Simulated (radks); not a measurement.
# Taking charge from the 3p level of In²⁺ in fractions

Aim: follow energy and eigenvalue as charge leaves the 3p level of In²⁺ bit by bit, and test Janak's theorem, Slater's transition state and the straight-line condition.

Method: Dirac Kohn-Sham, PBE, spin-unpolarised, spherical densities, finite nucleus; open shells are shared between the two j in proportion to 2j + 1. Code: radks (a radial shooting solver on a logarithmic mesh, Libxc functionals) version 1.

### 1 Starting point

- element: indium (Z = 49)
- charge: +2
- electrons: 47
- configuration: [Kr] 4d10 5s1
- nuclear rms radius: 4.6156 fm

The outer shells:

In²⁺
```
[Kr] core
4d [↑↓][↑↓][↑↓][↑↓][↑↓]
5s [↑ ]
```

### 2 Start: [Kr] 4d10 5s1

The run's settings:

```text
Z 49
configuration [Kr] 4d10 5s1
relativity Dirac
functional pbe,pbe
spin unpolarised
j_filling average
nucleus finite rms 4.6156 fm
c 137.035999084
```

### 3 0.1 electron removed from 3p

Settings, as their differences from step 2:

```diff
@@ -1,3 +1,3 @@
 Z 49
-configuration [Kr] 4d10 5s1
+configuration [Ne] 3s2 3p5.9 3d10 4s2 4p6 4d10 5s1
 relativity Dirac
```

### 4 0.2 electron removed from 3p

The run's settings:

```text
Z 49
configuration [Ne] 3s2 3p5.8 3d10 4s2 4p6 4d10 5s1
relativity Dirac
functional pbe,pbe
spin unpolarised
j_filling average
nucleus finite rms 4.6156 fm
c 137.035999084
```

### 5 0.3 electron removed from 3p

The run's settings:

```text
Z 49
configuration [Ne] 3s2 3p5.7 3d10 4s2 4p6 4d10 5s1
relativity Dirac
functional pbe,pbe
spin unpolarised
j_filling average
nucleus finite rms 4.6156 fm
c 137.035999084
```

### 6 0.4 electron removed from 3p

The run's settings:

```text
Z 49
configuration [Ne] 3s2 3p5.6 3d10 4s2 4p6 4d10 5s1
relativity Dirac
functional pbe,pbe
spin unpolarised
j_filling average
nucleus finite rms 4.6156 fm
c 137.035999084
```

### 7 0.5 electron removed from 3p

The run's settings:

```text
Z 49
configuration [Ne] 3s2 3p5.5 3d10 4s2 4p6 4d10 5s1
relativity Dirac
functional pbe,pbe
spin unpolarised
j_filling average
nucleus finite rms 4.6156 fm
c 137.035999084
```

### 8 0.6 electron removed from 3p

The run's settings:

```text
Z 49
configuration [Ne] 3s2 3p5.4 3d10 4s2 4p6 4d10 5s1
relativity Dirac
functional pbe,pbe
spin unpolarised
j_filling average
nucleus finite rms 4.6156 fm
c 137.035999084
```

### 9 0.7 electron removed from 3p

The run's settings:

```text
Z 49
configuration [Ne] 3s2 3p5.3 3d10 4s2 4p6 4d10 5s1
relativity Dirac
functional pbe,pbe
spin unpolarised
j_filling average
nucleus finite rms 4.6156 fm
c 137.035999084
```

### 10 0.8 electron removed from 3p

The run's settings:

```text
Z 49
configuration [Ne] 3s2 3p5.2 3d10 4s2 4p6 4d10 5s1
relativity Dirac
functional pbe,pbe
spin unpolarised
j_filling average
nucleus finite rms 4.6156 fm
c 137.035999084
```

### 11 0.9 electron removed from 3p

The run's settings:

```text
Z 49
configuration [Ne] 3s2 3p5.1 3d10 4s2 4p6 4d10 5s1
relativity Dirac
functional pbe,pbe
spin unpolarised
j_filling average
nucleus finite rms 4.6156 fm
c 137.035999084
```

### 12 1 electron removed from 3p

The run's settings:

```text
Z 49
configuration [Ne] 3s2 3p5 3d10 4s2 4p6 4d10 5s1
relativity Dirac
functional pbe,pbe
spin unpolarised
j_filling average
nucleus finite rms 4.6156 fm
c 137.035999084
```

Q: Predict the outcome of this session. Wanted: for each run, removed; E − E(0); eigenvalue; E minus straight line.

The runs gave:

| removed (e) | E − E(0) (eV) | eigenvalue (eV) | E minus straight line (eV) |
| --- | --- | --- | --- |
| 0 | 0.000 | -667.52 | 0.000 |
| 0.1 | 66.948 | -671.45 | -1.799 |
| 0.2 | 134.29 | -675.39 | -3.204 |
| 0.3 | 202.03 | -679.36 | -4.213 |
| 0.4 | 270.16 | -683.36 | -4.824 |
| 0.5 | 338.70 | -687.37 | -5.034 |
| 0.6 | 407.64 | -691.41 | -4.842 |
| 0.7 | 476.98 | -695.48 | -4.244 |
| 0.8 | 546.73 | -699.56 | -3.240 |
| 0.9 | 616.90 | -703.66 | -1.826 |
| 1 | 687.47 | -707.79 | 0.000 |

What this shows: Removing the whole electron costs 687.47 eV, against 667.52 eV from minus the starting eigenvalue. Slater's transition state, half an electron removed, gives 687.37 eV. The trapezoid integral of minus the eigenvalue gives 687.47 eV over the range, against 687.47 eV from the energies (Janak's theorem). The eigenvalue moves by 40.3 eV per electron. E bends below the straight line by 5.03 eV at 0.5 electron removed.
